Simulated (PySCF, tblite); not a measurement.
# C₂H₁₀OSeSi₂: geometry, infrared bands and NMR shifts

What infrared bands and NMR shifts should C₂H₁₀OSeSi₂ (`O[SiH2][Se]CC[SiH3]`) show?

The runs use tblite 0.8.0 and PySCF 2.14.0, with density-fitted response routines of our own; the level of theory stands in each step. All values are computed, except where a source is named. Atoms count from 0, in the outputs and in this text.

## Step 1: The starting structure

16 atoms, charge 0, multiplicity 1; geometry from: force field or distance geometry start.

Bonds of the start (Å): O0–Si1 1.73, Si1–Se2 2.25, Se2–C3 1.92, C3–C4 1.50, C4–Si5 1.86, O0–H6 0.99, Si1–H7 1.48, Si1–H8 1.47, C3–H9 1.13, C3–H10 1.10, C4–H11 1.11, C4–H12 1.11, Si5–H13 1.47, Si5–H14 1.48, Si5–H15 1.47.

## Step 2: Relaxing the molecule with GFN2-xTB

The job: settings as JSON, then the geometry in Å.

```
{"job": {"kind": "relax", "xc": "GFN2-xTB", "basis": "xTB"}, "charge": 0, "multiplicity": 1}
O      4.357600    -0.915500    -0.048100
Si     3.007200     0.133900     0.215700
Se     1.127000    -1.035900    -0.191300
C     -0.450100    -0.316500     0.638900
C     -1.513300    -0.162500    -0.414400
Si    -3.051700     0.528300     0.380500
H      4.609300    -1.370600     0.792100
H      3.078600     0.667300     1.593400
H      3.190500     1.289300    -0.666900
H     -0.847400    -1.054800     1.391400
H     -0.297500     0.646900     1.149200
H     -1.781600    -1.127600    -0.896800
H     -1.160000     0.531400    -1.203700
H     -3.943800    -0.569300     0.763000
H     -2.642600     1.305200     1.575100
H     -3.689900     1.459400    -0.554700
```

The run is started by

```
OMP_NUM_THREADS=1 python probes_run.py task.json out
```

The driver reads the jobs from task.json and runs them one after another.

**Question.** This job is followed by: GFN2-xTB harmonic vibrations, gas phase; GIAO PBE0/pcSseg-1 NMR shielding, non-relativistic, gas phase. What will the session give for the following? strongest single infrared mode (GFN2-xTB); zero-point energy (GFN2-xTB); ¹³C shifts against TMS (PBE0/pcSseg-1); ¹H shifts against TMS (PBE0/pcSseg-1, means over atoms taken as alike); ¹⁷O shifts against H2O (PBE0/pcSseg-1); ²⁹Si shifts against TMS (PBE0/pcSseg-1); ⁷⁷Se shifts against Me2Se (PBE0/pcSseg-1); surface potential, 1st and 99th percentile.

The runs gave:

| quantity | value |
| --- | --- |
| strongest single infrared mode (GFN2-xTB) | 790 cm⁻¹, 688 km/mol |
| zero-point energy (GFN2-xTB) | 68.4 kcal/mol |
| ¹³C shifts against TMS (PBE0/pcSseg-1) | 30.2, 20.7 ppm |
| ¹H shifts against TMS (PBE0/pcSseg-1, means over atoms taken as alike) | 5.92, 3.75, 2.60, 1.36, 1.08 ppm |
| ¹⁷O shifts against H2O (PBE0/pcSseg-1) | 21.0 ppm |
| ²⁹Si shifts against TMS (PBE0/pcSseg-1) | -5.0, -73.0 ppm |
| ⁷⁷Se shifts against Me2Se (PBE0/pcSseg-1) | -88 ppm |
| surface potential, 1st and 99th percentile | -1.18 V and 2.04 V |

**Reading.** Relaxing lowered the energy by 0.696 eV in 176 steps; the close pair that moved most is O0–Si1, from 1.730 to 1.616 Å. No mode is imaginary among the 42: a minimum at this level. The strongest single mode, at 790 cm⁻¹, is spread over several atoms, H14, H13, H15, Si5 among them. GFN2-xTB is a fitted tight-binding method: band positions and strengths are rough. Its intensities can rank the bands wrongly. At PBE0/pcSseg-1: The largest span, 1110 ppm, is at Se2, where the paramagnetic term is -1156 ppm. At PBE0/pcSseg-1, counted by nearest atom on the grid, the HOMO lies on Se2 80 %, the LUMO on Se2 24 %; C3 12 %. Spin-orbit coupling is left out, which matters for shieldings and couplings at and beside the heavy atoms.
